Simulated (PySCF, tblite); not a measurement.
# C₄H₁₂SSi: geometry, infrared bands and NMR shifts

Aim: predict the infrared bands and NMR shifts of C₄H₁₂SSi (`CCSC[SiH2]C`).

Programs: tblite 0.8.0 and PySCF 2.14.0, with density-fitted response routines of our own. Each step states its level of theory. These are calculated values for one molecule in the gas phase, unless marked as measured. Atoms count from 0, in the outputs and in this text.

### Step 1. The starting structure

18 atoms, charge 0, multiplicity 1; geometry from: force field or distance geometry start.

Bonds of the start (Å): C0–C1 1.53, C1–S2 1.83, S2–C3 1.81, C3–Si4 1.86, Si4–C5 1.84, C0–H6 1.09, C0–H7 1.10, C0–H8 1.09, C1–H9 1.09, C1–H10 1.09, C3–H11 1.09, C3–H12 1.11, Si4–H13 1.49, Si4–H14 1.50, C5–H15 1.10, C5–H16 1.10, C5–H17 1.09.

### Step 2. Geometry optimisation with GFN2-xTB

The job: settings as JSON, then the geometry in Å.

```
{"job": {"kind": "relax", "xc": "GFN2-xTB", "basis": "xTB"}, "charge": 0, "multiplicity": 1}
C     -2.654900    -0.187700     0.994300
C     -2.310000     0.654600    -0.230500
S     -0.536000     1.117100    -0.239700
C      0.203600    -0.491500    -0.612400
Si     2.020000    -0.285000    -0.928700
C      2.951200     0.350300     0.527800
H     -2.413200     0.337200     1.923000
H     -3.734800    -0.376200     1.008900
H     -2.152400    -1.158000     0.990400
H     -2.895900     1.573200    -0.204600
H     -2.556700     0.116900    -1.146500
H     -0.289000    -0.938800    -1.477600
H      0.053500    -1.166200     0.258900
H      2.590400    -1.607800    -1.312500
H      2.244900     0.614400    -2.104900
H      2.812500    -0.298700     1.411000
H      4.030000     0.400600     0.322400
H      2.628100     1.351800     0.809100
```

Launch:

```console
OMP_NUM_THREADS=1 python probes_run.py task.json out
```

This one command runs all jobs of the session in turn.

**Question.** This job is followed by: GFN2-xTB harmonic vibrations, gas phase; GIAO PBE0/pcSseg-1 NMR shielding, non-relativistic, gas phase. What will the session give for the following? strongest single infrared mode (GFN2-xTB); zero-point energy (GFN2-xTB); 13C shifts against TMS (PBE0/pcSseg-1); 1H shifts against TMS (PBE0/pcSseg-1, means over atoms taken as alike); 33S shifts against CS2 (PBE0/pcSseg-1); 29Si shifts against TMS (PBE0/pcSseg-1).

The runs gave:

| quantity | value |
| --- | --- |
| strongest single infrared mode (GFN2-xTB) | 2204 cm⁻¹, 395 km/mol |
| zero-point energy (GFN2-xTB) | 91.4 kcal/mol |
| 13C shifts against TMS (PBE0/pcSseg-1) | 38.7, 18.9, 16.5, -7.7 ppm |
| 1H shifts against TMS (PBE0/pcSseg-1, means over atoms taken as alike) | 4.31, 2.46, 1.82, 1.32, 0.21 ppm |
| 33S shifts against CS2 (PBE0/pcSseg-1) | -14 ppm |
| 29Si shifts against TMS (PBE0/pcSseg-1) | -43.7 ppm |

In words: Relaxing lowered the energy by 0.137 eV in 58 steps; the close pair that moved most is C3–Si4, from 1.855 to 1.910 Å. No mode is imaginary among the 48: a minimum at this level. The strongest single mode, at 2204 cm⁻¹, moves mainly H13. GFN2-xTB is a fitted tight-binding method: band positions and strengths are rough. Its intensities can rank the bands wrongly. At PBE0/pcSseg-1: Shielding is most anisotropic at S2 (span 306 ppm, paramagnetic term -542 ppm).
